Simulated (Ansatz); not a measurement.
This script for the Python package of Ansatz (0.2.0) starts 3 runs on BaTiO3, space group Pm-3m. What input does the engine get in each?

`edit_batio3.py`
```python
# -*- coding: utf-8 -*-
import ansatz as az

FUNCTIONAL = "pbe"
FILLING = "fixed"

system = (
    az.Lattice.cubic(4.006)
    .space_group(221)
    .atom("Ba", (0.5, 0.5, 0.5))
    .atom("Ti", (0.0, 0.0, 0.0))
    .atom("O", (0.5, 0.0, 0.0))
)

calculation = (
    system.calculation()
    .functional(FUNCTIONAL)
    .pseudopotentials("paw")
    .kpoints(4)
    .occupations(FILLING)
    .band_table()
)
typed = calculation.input()
rows = []
for value in [0.1, 0.3, 0.6]:
    edited = typed.set(az.key.scf.mixing.beta, value)
    summary = az.Session.from_dict(edited).plan().execute().report
    rows.append((value, summary["free_energy_ev"], summary["n_iterations"], len(summary["eigenvalues_ev"][0]) if "eigenvalues_ev" in summary else 0))
print("          beta            F eV      iterations    bands listed")
for row in rows:
    print(f"{str(row[0]):>14s}  {row[1]:14.5f}  {row[2]:14d}  {row[3]:14d}")
```

Run 1:
```yaml
crystal:
  lattice:
    bravais: cubic
    a: 4.006
  space_group: 221
  atoms:
    - { symbol: Ba, position: [0.5, 0.5, 0.5] }
    - { symbol: Ti, position: [0.0, 0.0, 0.0] }
    - { symbol: O, position: [0.5, 0.0, 0.0] }
kpoints:
  mp_grid:
    grid: [4, 4, 4]
hamiltonian:
  xc: pbe
  pseudopotentials:
    kind: paw
scf:
  occupations:
    method: fixed
  mixing:
    beta: 0.1
output:
  eigenvalues: true
```

Run 2, against run 1:
```diff
-    beta: 0.1
+    beta: 0.3
```

Run 3, against run 1:
```diff
-    beta: 0.1
+    beta: 0.6
```

Running `python edit_batio3.py` prints:
```text
DeckWarning: basis.ecutwfc = 420 eV, auto-derived from the records' recommended cutoffs: set by Ba (normal level)
          beta            F eV      iterations    bands listed
           0.1    -10159.54587               6              25
           0.3    -10159.54587               7              25
           0.6    -10159.54587               6              25
```
(Warnings from the package without file and line, repeats left out.)

Notes:
- Absolute energies stand on the zero of these potentials, so only differences at equal settings mean something. A total without «per atom» is that of the whole cell that was run.
- No spin polarisation was allowed.
- This is a high-temperature or high-pressure form, not the ambient phase.
- The structure is a deposited one; some such entries were measured under pressure or heat, so a shift against it needn't be the functional's error alone.
- Wall time of the script: 4 s on 1 thread of Arm Neoverse V1 (shared host), peak memory 0.37 GiB.
